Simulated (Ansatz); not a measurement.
# NbPdSe3: the cost of one run

Method: DFT PBE, scalar-relativistic, plane waves, PAW, in Ansatz 0.2.0.

## (1) The starting structure

The structure is hexagonal, space group P6/mmm (No. 191). Conventional cell: a = 5.027 Å, b = 5.027 Å, c = 6.523 Å, α = 90.00°, β = 90.00°, γ = 120.00°. Nb (site symmetry 6/mmm) has 6 Se at 2.51 Å as nearest neighbours. Pd (site symmetry 6/mmm) has 2 Nb at 3.26 Å as nearest neighbours. Se (site symmetry mmm) is surrounded by 4 Se at 2.51 Å and 2 Nb at 2.51 Å.

Structure file:

```cif
data_structure
_symmetry_space_group_name_H-M 'P6/mmm'
_symmetry_Int_Tables_number 191
_cell_length_a 5.0267
_cell_length_b 5.0267
_cell_length_c 6.5233
_cell_angle_alpha 90.000
_cell_angle_beta 90.000
_cell_angle_gamma 120.000
_cell_volume 142.74
loop_
_atom_site_label
_atom_site_type_symbol
_atom_site_symmetry_multiplicity
_atom_site_Wyckoff_symbol
_atom_site_fract_x
_atom_site_fract_y
_atom_site_fract_z
_atom_site_occupancy
Nb1 Nb 1 b 0.00000 0.00000 0.50000 1
Pd1 Pd 1 a 0.00000 0.00000 0.00000 1
Se1 Se 3 g 0.50000 0.00000 0.50000 1
```

The cell is invented: random cell by space group and Wyckoff sites (P6/mmm, No. 191). The dimensions are guesses.

## (2) Probe: one point on a coarse mesh

input.yaml reads:

```yaml
crystal:
  lattice:
    - [5.02666293, 0.0, 0.0]
    - [-2.51333147, 4.35321779, 0.0]
    - [0.0, 0.0, 6.52331855]
  atoms:
    - { symbol: Nb, position: [0.0, 0.0, 0.5] }
    - { symbol: Pd, position: [0.0, 0.0, 0.0] }
    - { symbol: Se, position: [0.5, 0.0, 0.5] }
    - { symbol: Se, position: [0.0, 0.5, 0.5] }
    - { symbol: Se, position: [0.5, 0.5, 0.5] }
basis:
  ecutwfc: 420
kpoints:
  mp_grid: { grid: [6, 6, 4] }
hamiltonian:
  xc: pbe
scf:
  occupations: { method: gaussian, width: 0.1 }
  lower_state_search: "off"
output:
  forces: true
  stress: true
  eigenvalues: true
```

Launch:

```
ansatz run input.yaml --threads 1 --pin off --max-ram 2560MiB --backend cpu --events-out ev --progress --plain --runs-dir out
```

**Question.** How long does this run take on 1 thread of Intel Xeon at 2.50GHz (Skylake/Cascade Lake), shared host, and how much memory does it need?

About 19 s, with a peak of 0.48 GiB.
